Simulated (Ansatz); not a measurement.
# C3H10OSi: the cost of one run

Program: Ansatz 0.2.0. Level of theory: RKS BHLYP-D4/6-31G*. These are calculated values, not measurements.

### Step 1. The system as given

Bond lengths: Si1–O3 1.576 Å, Si1–C4 2.198 Å, O3–C4 1.348 Å, Si1–C6 1.900 Å, Si1–C7 1.893 Å, C4–H8 1.087 Å, C4–H9 1.097 Å, C6–H10 1.089 Å, C6–H11 1.085 Å, C6–H12 1.086 Å, C7–H13 1.086 Å, C7–H14 1.084 Å, C7–H15 1.084 Å. Angles (14 of 25 angles, heavy atoms first): Si1–O3–C4 97.2°, O3–Si1–C4 37.5°, O3–Si1–C6 118.9°, O3–Si1–C7 111.0°, C4–Si1–C6 93.8°, C4–Si1–C7 148.4°, C6–Si1–C7 109.4°, Si1–C4–O3 45.4°, Si1–C4–H8 93.7°, Si1–C4–H9 153.2°, O3–C4–H8 115.5°, O3–C4–H9 109.3°, Si1–C6–H10 110.6°, Si1–C6–H11 112.6°.

Structure file:

```xyz
15

Si    0.1199    0.3713   -0.1092
H     1.8453   -0.2120   -0.5279
O     0.5787    0.3292    1.3983
C     1.1399   -0.8960    1.3689
H     1.9609   -0.8201    0.2485
C    -0.9399   -1.0529   -0.7873
C    -0.7101    2.0223   -0.5181
H     0.4483   -1.7246    1.2412
H     1.7034   -1.0594    2.2957
H    -1.5892   -1.4517   -0.0089
H    -0.3411   -1.8758   -1.1642
H    -1.5790   -0.7165   -1.5990
H    -1.7508    2.0465   -0.2080
H    -0.2005    2.8516   -0.0415
H    -0.6859    2.1881   -1.5887
```

### Step 2. A restrained relaxation towards end A

Springs on the bonds that form and break draw the guess towards this end; the thresholds are loose.

The input, input.yaml:

```yaml
crystal:
  periodic: [false, false, false]
  atoms:
    - { symbol: Si, position_ang: [0.1199, 0.3713, -0.1092] }
    - { symbol: H, position_ang: [1.8453, -0.212, -0.5279] }
    - { symbol: O, position_ang: [0.5787, 0.3292, 1.3983] }
    - { symbol: C, position_ang: [1.1399, -0.896, 1.3689] }
    - { symbol: H, position_ang: [1.9609, -0.8201, 0.2485] }
    - { symbol: C, position_ang: [-0.9399, -1.0529, -0.7873] }
    - { symbol: C, position_ang: [-0.7101, 2.0223, -0.5181] }
    - { symbol: H, position_ang: [0.4483, -1.7246, 1.2412] }
    - { symbol: H, position_ang: [1.7034, -1.0594, 2.2957] }
    - { symbol: H, position_ang: [-1.5892, -1.4517, -0.0089] }
    - { symbol: H, position_ang: [-0.3411, -1.8758, -1.1642] }
    - { symbol: H, position_ang: [-1.579, -0.7165, -1.599] }
    - { symbol: H, position_ang: [-1.7508, 2.0465, -0.208] }
    - { symbol: H, position_ang: [-0.2005, 2.8516, -0.0415] }
    - { symbol: H, position_ang: [-0.6859, 2.1881, -1.5887] }
basis:
  gaussian: { orbitals: "6-31G*" }
hamiltonian:
  xc: { name: BHLYP }
  dispersion: d4
relax:
  f_tol: 0.15
  max_steps: 25
  restrain:
    - { distance: [4, 1], at: 1.92, k: 30.0 }
    - { distance: [0, 3], at: 3.17, k: 30.0 }
    - { distance: [0, 1], at: 1.42, k: 30.0 }
    - { distance: [4, 3], at: 1.07, k: 30.0 }
```

On the command line:

```console
ansatz run input.yaml --threads 2 --pin off --max-ram 3072MiB --backend cpu --events-out ev --progress --plain --runs-dir out
```

**Question.** How long does this run take on 2 threads of AMD EPYC 7R43 (Zen 3), shared host, and how much memory does it need?

About 34 s, with a peak of 0.24 GiB.
